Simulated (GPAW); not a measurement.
# Bi2Te3 (Tellurobismuthite) (R-3m) in GPAW: equation of state with PBEsol

Aim: the equation of state of Bi2Te3 (Tellurobismuthite) with PBEsol.

All numbers are computed with GPAW 26.7.0; they aren't measurements. Logs are shortened: lines on timing, memory, paths and dates and some standing lists are left out, and cuts for length are marked. The log counts tension as positive stress, the text compression.

## Step 1: Starting point

Symmetry: R-3m, No. 166, trigonal system. Conventional cell: a = 4.386 Å, b = 4.386 Å, c = 30.497 Å, α = 90.00°, β = 90.00°, γ = 120.00°. Bi (site symmetry 3m) has 6 Te at 3.07 to 3.25 Å as nearest neighbours. Around Te (site symmetry 3m) lie 3 Bi at 3.07 Å. Te (site symmetry -3m) is surrounded by 6 Bi at 3.25 Å.

## Step 2: Equation of state, PBEsol

File run.py:

```python
from ase import Atoms
from ase.eos import EquationOfState
from ase.io import Trajectory
from ase.units import GPa
from ase.parallel import parprint
from gpaw import GPAW, PW, setup_paths

setup_paths.insert(0, '.')

atoms = Atoms(['Bi', 'Bi', 'Te', 'Te', 'Te'],
              cell=[[2.193, 1.2661291403, 10.1656666667],
                    [-2.193, 1.2661291403, 10.1656666667],
                    [0.0, -2.5322582807, 10.1656666667]],
              scaled_positions=[[0.6, 0.6, 0.6],
                                [0.4, 0.4, 0.4],
                                [0.7905, 0.7905, 0.7905],
                                [0.2095, 0.2095, 0.2095],
                                [0.0, 0.0, 0.0]],
              pbc=True)

traj = Trajectory('eos.traj', 'w')
volumes, energies = [], []
for x in [0.94, 0.96, 0.98, 1.0, 1.02, 1.04, 1.06]:
    a = atoms.copy()
    a.set_cell(atoms.cell * x**(1 / 3), scale_atoms=True)
    calc = GPAW(mode=PW(600),
                xc='PBEsol',
                kpts={'size': (5, 5, 5), 'gamma': True},
                occupations={'name': 'fermi-dirac', 'width': 0.05},
                nbands=39,
                convergence={'density': 1e-05, 'energy': 1e-05},
                maxiter=150,
                txt=f'eos-{x:.2f}.txt')
    a.calc = calc
    energies.append(a.get_potential_energy(force_consistent=True))
    volumes.append(a.get_volume())
    p = -a.get_stress()[:3].mean() / GPa
    calc.write(f'eos-{x:.2f}.gpw')
    traj.write(a)
    parprint(f'{x:.2f} {volumes[-1]:10.4f} A^3 {energies[-1]:14.6f} eV {p:9.3f} GPa', flush=True)

v0, e0, B = EquationOfState(volumes, energies, eos='birchmurnaghan').fit()
parprint(f'V0 = {v0:.4f} A^3, E0 = {e0:.6f} eV, B0 = {B / GPa:.2f} GPa')
```

Potentials or basis: PAW data sets generated in the run's folder for this functional, pw.

On the command line:

```
gpaw-setup -f PBEsol Bi Te
OMP_NUM_THREADS=1 mpirun -n 4 gpaw python run.py
```

What it wrote:

```text
__  _  _
 | _ |_)|_||  |
 |__||  | ||/\| - 26.7.0

Input parameters:
  mode=PW(ecut=600.0),
  convergence={'density': 1e-05, 'energy': 1e-05},
  kpts=MonkhorstPack(size=(5, 5, 5), gamma=True),
  maxiter=150,
  nbands=39,
  occupations=Occupations(name='fermi-dirac', width=0.05),
  xc=XC(name='PBEsol')

Diagonalizing LCAO Hamiltonian
Converting LCAO to pw mode

       Te

       Bi

       Bi

       Te

       Te

Atoms  # Å, Bohr magnetons
|   | symbol |        x |         y |         z |    initial magnetic moments |
|---|--------|----------|-----------|-----------|-----------------------------|
| 0 |     Bi | 0.000000 | -0.000000 | 18.050897 | ( 0.0000,  0.0000,  0.0000) |
| 1 |     Bi | 0.000000 | -0.000000 | 12.033931 | ( 0.0000,  0.0000,  0.0000) |
| 2 |     Te | 0.000000 | -0.000000 | 23.782056 | ( 0.0000,  0.0000,  0.0000) |
| 3 |     Te | 0.000000 | -0.000000 |  6.302771 | ( 0.0000,  0.0000,  0.0000) |
| 4 |     Te | 0.000000 |  0.000000 |  0.000000 | ( 0.0000,  0.0000,  0.0000) |

Unit cell  # Å
| periodic |         x |         y |         z |   lengths |    angles |
|----------|-----------|-----------|-----------|-----------|-----------|
|      yes |  2.163361 |  1.249017 | 10.028276 | 10.334723 | 24.166112 |
|      yes | -2.163361 |  1.249017 | 10.028276 | 10.334723 | 24.166112 |
|      yes |  0.000000 | -2.498034 | 10.028276 | 10.334723 | 24.166112 |

Number of symmetries: 12
Symmetry operations  # r_c * U_cc + t_c -> r_c
|    | kind |            matrix            |
|----|------|------------------------------|
|  0 |  E   |  1, 0, 0,  0, 1, 0,  0, 0, 1 |
|  1 |  σ   |  1, 0, 0,  0, 0, 1,  0, 1, 0 |
|  2 |  σ   |  0, 1, 0,  1, 0, 0,  0, 0, 1 |
|  3 |  C3  |  0, 1, 0,  0, 0, 1,  1, 0, 0 |
|  4 |  C3  |  0, 0, 1,  1, 0, 0,  0, 1, 0 |
|  5 |  σ   |  0, 0, 1,  0, 1, 0,  1, 0, 0 |
|  6 |  C2  |  0, 0,-1,  0,-1, 0, -1, 0, 0 |
|  7 |  S6  |  0, 0,-1, -1, 0, 0,  0,-1, 0 |
|  8 |  S6  |  0,-1, 0,  0, 0,-1, -1, 0, 0 |
|  9 |  C2  |  0,-1, 0, -1, 0, 0,  0, 0,-1 |
| 10 |  C2  | -1, 0, 0,  0, 0,-1,  0,-1, 0 |
| 11 |  i   | -1, 0, 0,  0,-1, 0,  0, 0,-1 |

BZ-sampling:
  Number of BZ points: 125
  Number of IBZ points: 19

  Monkhorst-Pack size: [5, 5, 5]
  Monkhorst-Pack shift: [0, 0, 0]

K-points  # in reciprocal-cell coordinates
|     |                                coordinates |     weight |
|-----|--------------------------------------------|------------|
|   0 | (  0.00000000,   0.00000000,   0.00000000) | 0.00800000 |
|   1 | (  0.20000000,   0.00000000,  -0.20000000) | 0.04800000 |
|   2 | (  0.20000000,   0.00000000,   0.00000000) | 0.04800000 |
|   3 | (  0.20000000,   0.20000000,  -0.20000000) | 0.04800000 |
|   4 | (  0.20000000,   0.20000000,   0.00000000) | 0.04800000 |
|   5 | (  0.20000000,   0.20000000,   0.20000000) | 0.01600000 |
|   6 | (  0.40000000,  -0.20000000,  -0.20000000) | 0.04800000 |
|   7 | (  0.40000000,   0.00000000,  -0.40000000) | 0.04800000 |
|   8 | (  0.40000000,   0.00000000,  -0.20000000) | 0.09600000 |
|   9 | (  0.40000000,   0.00000000,   0.00000000) | 0.04800000 |
| ... |                                            |            |
|  18 | (  0.40000000,   0.40000000,   0.40000000) | 0.01600000 |

Plane wave coefficients: 5450
Cutoff: 600.0 eV

Spin-components: 1 (collinear spins)
Bands:           39
Projectors:      27
Spin-degeneracy: 2
Datatype:        complex128

Parallelization:
  kpt:    4
  domain: 1
  band:   1

Density:
  Valence electrons: 48.0
  Components: 1
  Grid points: [60 60 60]
  Charge: 0.0  # |e|

Potential:
  Grid points: [60 60 60]

species:
  Bi:
    name:    Bismuth
    Z:       83.0
    valence: 15
    core:    68
    charge:  0.0  # [|e|]
    compensation charges:
      type: gauss
      rc: 0.38  # [Å]
      lmax: 2
    cutoffs:
      filter: 2.23  # [Å]
      core: 2.33  # [Å]
    projectors
    | kind |    occ | energy [eV] | rcut [Å] |
    |------|--------|-------------|----------|
    |   6s |  2.000 |     -14.443 |    1.286 |
    |   6p |  3.000 |      -4.606 |    1.275 |
    |   5d | 10.000 |     -27.097 |    1.349 |
    |    s |        |      12.769 |    1.286 |
    |    p |        |      22.605 |    1.275 |
    |    d |        |       0.114 |    1.349 |

    Using partial waves for Bi as LCAO basis

  Te:
    name:    Tellurium
    Z:       52.0
    valence: 6
    core:    46
    charge:  0.0  # [|e|]
    compensation charges:
      type: gauss
      rc: 0.36  # [Å]
      lmax: 2
    cutoffs:
      filter: 2.09  # [Å]
      core: 3.17  # [Å]
    projectors
    | kind |    occ | energy [eV] | rcut [Å] |
    |------|--------|-------------|----------|
    |   5s |  2.000 |     -15.132 |    1.180 |
    |   5p |  4.000 |      -5.970 |    1.196 |
    |    s |        |      12.080 |    1.180 |
    |    p |        |      21.241 |    1.196 |
    |    d |        |       0.000 |    1.238 |

    Using partial waves for Te as LCAO basis

Reference energy: -1723523.518190  # eV

eigensolver:
  PPCG
  Converge bands: occupied
  niter=2

density mixing:
  MSR1-Mixer
  Pratt-step length: 0.05
  Maximum mixing coefficient: 0.75
  Old densities: 10
  SVD Regularization: 0.005
  Good broyden scale: 1.0
  Trust region scale: 1.0
  Backstep threshold: 4.0
  History deletion threshold: 6.0
  Fourier metric: weight=20.0, sigma=0.015

occupation numbers:
  Fermi-Dirac:
    width: 0.0500  # eV

poisson solver:
  ecut: 4800.0  # eV

xc functional:
  name: PBEsol with 2 nearest neighbor stencil

convergence criteria:
- Maximum integral of absolute [dens]ity change: 1e-05 electrons / valence electron
- Maximum [total energy] change in last 3 cyles: 1e-05 eV / valence electron
- Maximum integral of absolute [eigenst]ate change: 4e-08 eV^2 / valence electron
maximum number of iterations: 150

SCF iterations
|iter     | |      energy | eigst |  dens |
|---------|-|-------------|-------|-------|
|iter:   1| |  -22.148019 | +0.14 |       |
|iter:   2| |  -22.190325 | -1.93 | -1.37 |
|iter:   3| |  -22.170946 | -2.70 | -1.42 |
|iter:   4| |  -22.054739 | -3.21 | -1.61 |
|iter:   5| |  -22.044950 | -3.74 | -1.98 |
|iter:   6| |  -22.045220 | -4.49 | -2.53 |
|iter:   7| |  -22.045337c| -5.46 | -3.37 |
|iter:   8| |  -22.045362c| -5.99 | -3.85 |
|iter:   9| |  -22.045363c| -7.07 | -4.51 |
|iter:  10| |  -22.045363c| -8.15c| -4.92 |
|iter:  11| |  -22.045363c| -8.82c| -5.58c|

Converged in 11 steps
Energy contributions relative to reference atoms: (reference = -1723523.518190)

Energy contributions:
  Kinetic:          63.201429
  Coulomb:         -60.044923
  Zero:             -2.551762
  External:          0.000000
  Xc:              -22.649764
  Entropy:          -0.000688
  Spinorbit:         0.000000
  ----------------------------
  Free energy:     -22.045707
  Extrapolated:    -22.045363

dipole moment: (0.000000, 0.000000, -128.655908)  # |e|*Ang

Fermi level: 6.486
Eigenvalues  # (at kpt = [0.000, 0.000, 0.000])
| band index |      eig [eV] | occ [0-2] |
|------------|---------------|-----------|
|          0 |       -17.007 |     2.000 |
|        ... |               |           |
|         16 |         4.196 |     2.000 |
|         17 |         4.495 |     2.000 |
|         18 |         4.495 |     2.000 |
|         19 |         4.525 |     2.000 |
|         20 |         4.525 |     2.000 |
|         21 |         5.406 |     2.000 |
[... 8 lines left out ...]
|         30 |        11.022 |     0.000 |
|         31 |        11.568 |     0.000 |
|        ... |               |           |
|         38 |        13.522 |     0.000 |

Gap: 0.185 eV
Transition (v -> c):
  (s=0, k=0, n=23, [0.00, 0.00, 0.00]) -> (s=0, k=0, n=24, [0.00, 0.00, 0.00])
No difference between direct/indirect transitions

Stress tensor  # eV/Ang^3
|         x |         y |         z |
|-----------|-----------|-----------|
| -0.009103 |  0.000000 | -0.000000 |
|  0.000000 | -0.009103 | -0.000000 |
| -0.000000 | -0.000000 | -0.008246 |

# Writing to eos-0.96.gpw (mode='')
```

Run time: 9.7 min. Hardware: 4 MPI ranks of Arm Neoverse V2, shared host; peak memory 1.2 GiB.

Results:

- Equilibrium volume: 33.34 Å³/atom
- Bulk modulus at fixed shape and positions: 54 GPa
- Pressure derivative of the bulk modulus: 4.6

Energy against volume, from the lowest point:
```csv
volume (Å³/atom),energy (meV/atom)
31.839,12.30
32.517,3.50
33.194,0.00
33.871,1.24
34.549,6.72
35.226,15.97
35.904,28.60
```

Caveat: the cell was scaled at fixed shape and fractional positions, which overstates the stiffness of a crystal with free parameters, most of all of layers and chains; spin-orbit coupling is left out, which moves the levels of the heavy elements; the program warned that so skewed a cell can give wrong results.
